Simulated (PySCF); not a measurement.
# SnO (SMILES [O]=[Sn]) at CCSD(T)/def2-TZVPPD (core potential)

What is the vertical electron affinity of SnO at CCSD(T)/def2-TZVPPD (core potential)? The job is set up through a Python script.

The results are computed with PySCF 2.14.0.

2 further runs of the same task are left out: 2 set aside as unsound or not needed.

### 1 The structure to begin with

The species is SnO (2 atoms), meant as a singlet with charge 0. SMILES: `[O]=[Sn]`. Geometry: relaxed at PBE0-D4/def2-TZVP.

Bond lengths: O1–Sn2 1.818 Å.

### 2 The energy at CCSD(T)/def2-TZVPPD (core potential)

Contents of job.py:

```python
from pyscf import gto, cc

mol = gto.M(
    atom='''
O    0.000000   0.000000  -0.007080
Sn   0.000000   0.000000   1.810660
''',
    charge=0,
    basis='def2-tzvppd',
    max_memory=1860,
    ecp={'Sn': 'def2-svp'},
    verbose=4,
)

mf = mol.RHF()
mf.conv_tol = 1e-10
mf.kernel()
if not mf.converged:
    mf = mf.newton().run(mf.mo_coeff, mf.mo_occ)

mycc = cc.CCSD(mf, frozen=5)
mycc.kernel()
e_t = mycc.ccsd_t()
energy = mycc.e_tot + e_t
print('E(%s) = %.9f' % ('CCSD(T)', energy))
```

Run with:

```sh
OMP_NUM_THREADS=1 python job.py
```

Output:

```text
PySCF version 2.14.0

[INPUT] num. atoms = 2
[INPUT] num. electrons = 30
[INPUT] charge = 0
[INPUT] spin (= nelec alpha-beta = 2S) = 0
[INPUT] symmetry False subgroup None
[INPUT] Mole.unit = angstrom
[INPUT] Symbol           X                Y                Z      unit          X                Y                Z       unit  Magmom
[INPUT]  1 O      0.000000000000   0.000000000000  -0.007080000000 AA    0.000000000000   0.000000000000  -0.013379260962 Bohr   0.0
[INPUT]  2 Sn     0.000000000000   0.000000000000   1.810660000000 AA    0.000000000000   0.000000000000   3.421651504705 Bohr   0.0

nuclear repulsion = 51.2368045605642
number of shells = 32
number of NR pGTOs = 152
number of NR cGTOs = 96
basis = def2-tzvppd
ecp = {'Sn': 'def2-svp'}

[... 43 lines left out ...]
converged SCF energy = -288.220202444426
[... 12 lines left out ...]
Init t2, MP2 energy = -288.791344311358  E_corr(MP2) -0.571141866932116
[... 15 lines left out ...]
CCSD converged
[... 2 lines left out ...]
E(CCSD(T)) = -288.791015395
```

Run time: 38 s. Hardware: 1 thread of Arm Neoverse V2, shared host; peak memory 0.57 GiB.

### 3 The doublet anion

Contents of calc.py:

```python
from pyscf import gto, cc

mol = gto.M(
    atom=[
    ('O', (-0.000000, 0.000000, -0.007080)),
    ('Sn', (0.000000, -0.000000, 1.810660)),
],
    charge=-1,
    spin=1,
    max_memory=1860,
    verbose=3,
    basis='def2-tzvppd',
    ecp={'Sn': 'def2-svp'},
)

mf = mol.UHF()
mf.conv_tol = 1e-10
mf.kernel()
if not mf.converged:
    mf = mf.newton().run(mf.mo_coeff, mf.mo_occ)

mycc = cc.CCSD(mf, frozen=5)
mycc.kernel()
e_t = mycc.ccsd_t()
energy = mycc.e_tot + e_t
print('Final energy', energy)
```

Run with:

```sh
OMP_NUM_THREADS=1 python calc.py
```

Output:

```text
converged SCF energy = -288.229798545664  <S^2> = 0.77343879  2S+1 = 2.023303
E(UCCSD) = -288.7768753344321  E_corr = -0.5470767887682761
UCCSD(T) correction = -0.0254414074652411
Final energy -288.8023167418973
```

Wall time 4.2 min (1 thread of Arm Neoverse V2, shared host); peak memory 3 GiB.

### 4 Results

Level: CCSD(T)/def2-TZVPPD (core potential), 5 core orbitals frozen.

| quantity | value |
| --- | --- |
| singlet SnO: total energy | -288.79102 Eh |
| singlet SnO: dipole moment (Hartree–Fock density) | 5.30 D |
| singlet SnO: HOMO energy (Hartree–Fock orbitals) | -10.46 eV |
| singlet SnO: LUMO energy (Hartree–Fock orbitals) | 0.14 eV |
| singlet SnO: HOMO–LUMO gap (Hartree–Fock orbitals) | 10.59 eV |
| singlet SnO: correlation energy (5 core orbitals frozen) | -570.8 mEh |
| singlet SnO: (T) correction | -27.67 mEh |
| singlet SnO: T1 diagnostic | 0.032 |
| doublet anion: total energy | -288.80232 Eh |
| doublet anion: HOMO energy (Hartree–Fock orbitals) (highest over α and β) | -0.71 eV |
| doublet anion: LUMO energy (Hartree–Fock orbitals) (lowest over α and β) | 5.13 eV |
| doublet anion: correlation energy (5 core orbitals frozen) | -572.5 mEh |
| doublet anion: (T) correction | -25.44 mEh |
| doublet anion: ⟨S²⟩ of the reference determinant | 0.773 |
| doublet anion: T1 diagnostic | 0.029 |
| vertical electron affinity (to the doublet anion) | 0.308 eV |

In words: At fixed nuclei the extra electron is bound by 0.31 eV (7.1 kcal/mol). The T1 diagnostic (singlet SnO) of 0.032 is above the customary mark for such species, so a single reference may not serve. The triples (singlet SnO) make up 4.8 % of the correlation energy. The triples (doublet anion) make up 4.4 % of the correlation energy.
